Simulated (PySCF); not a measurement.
# A diatomic session: ZrBr

An exercise on one series of results from a longer session: the logs are not shown, and one member is left open.

The runs use PySCF 2.14.0; Zr x2c-TZVPPall, Br x2c-TZVPPall, spin-free X2C with a Gaussian nucleus.

Set-up of the first run:

Settings of the job:

| Quantity | Value |
| --- | --- |
| atoms | Zr, Br |
| charge | 0 |
| basis | Zr x2c-TZVPPall, Br x2c-TZVPPall |
| Hamiltonian | spin-free X2C with a Gaussian nucleus |
| basis functions | 127 |
| electrons treated | 75 |
| masses in u | 89.9047, 78.9183 |
| levels | PBE0, PBE, r²SCAN, PW91, M06, M06-2X, BHandHLYP, LC-ωPBE, HF, MP2, SCS-MP2 |
| grid | 80 radial by 434 angular points |
| occupations | held fixed by the projection of orbital angular momentum |
| dissociation limit | Zr + Br, each in its ground configuration |
| starting distance in angstrom | 2.520 |
| values of 2S to try | 1, 3, 5 |

Started as:

```
> OMP_NUM_THREADS=2 python dia.py task.json out
```

Steps of the session up to this table: The job; PBE0 along the bond; Higher solutions at PBE0; PBE (GGA); r²SCAN; PW91; M06 (hybrid meta-GGA); M06-2X (hybrid meta-GGA); BHandHLYP; LC-ωPBE (range-separated hybrid); UHF (mean field).

One table of the session follows, with a row left open; its other results are not shown here.

It belongs to the step «The curves together». Energy (eV) from each level's lowest point:

```
R (Å)    UHF  UHF-MP2  UHF-SCS-MP2    PBE   PW91
2.169  1.612    1.021        1.153  0.994  0.991
2.270  0.838    0.436        0.523  0.424  0.421
2.371  0.367    0.126        0.175  0.123  0.121
2.446  0.159    0.023        0.046  0.022  0.021
2.522      ?        ?            ?      ?      ?
2.598  0.000    0.038        0.018  0.036  0.037
2.699  0.024    0.156        0.112  0.149  0.151
2.825  0.146    0.374        0.306  0.356  0.360
2.976  0.373    0.694        0.602  0.657  0.662
3.178    n/a      n/a          n/a  1.084  1.092
```

Q: Estimate the row for R (Å) = 2.522 from the others.

Worked estimate for «UHF». A straight line through the neighbours (2.446, 0.159) and (2.598, 0.000) gives 0.159 + (0.000 − 0.159) × (2.522 − 2.446) / (2.598 − 2.446) = 0.080; a parabola fitted to 4 rows on both sides gives 0.045.

The run gave: UHF: 0.044; UHF-MP2: 0.000; UHF-SCS-MP2: 0.000; PBE: 0.000; PW91: 0.000. In «UHF» the line misses by +0.036 and the parabola by +0.001.

Caveats from the session: The state is the lowest single determinant that the PBE0 search found; with open d or f shells the true ground state can be another one.
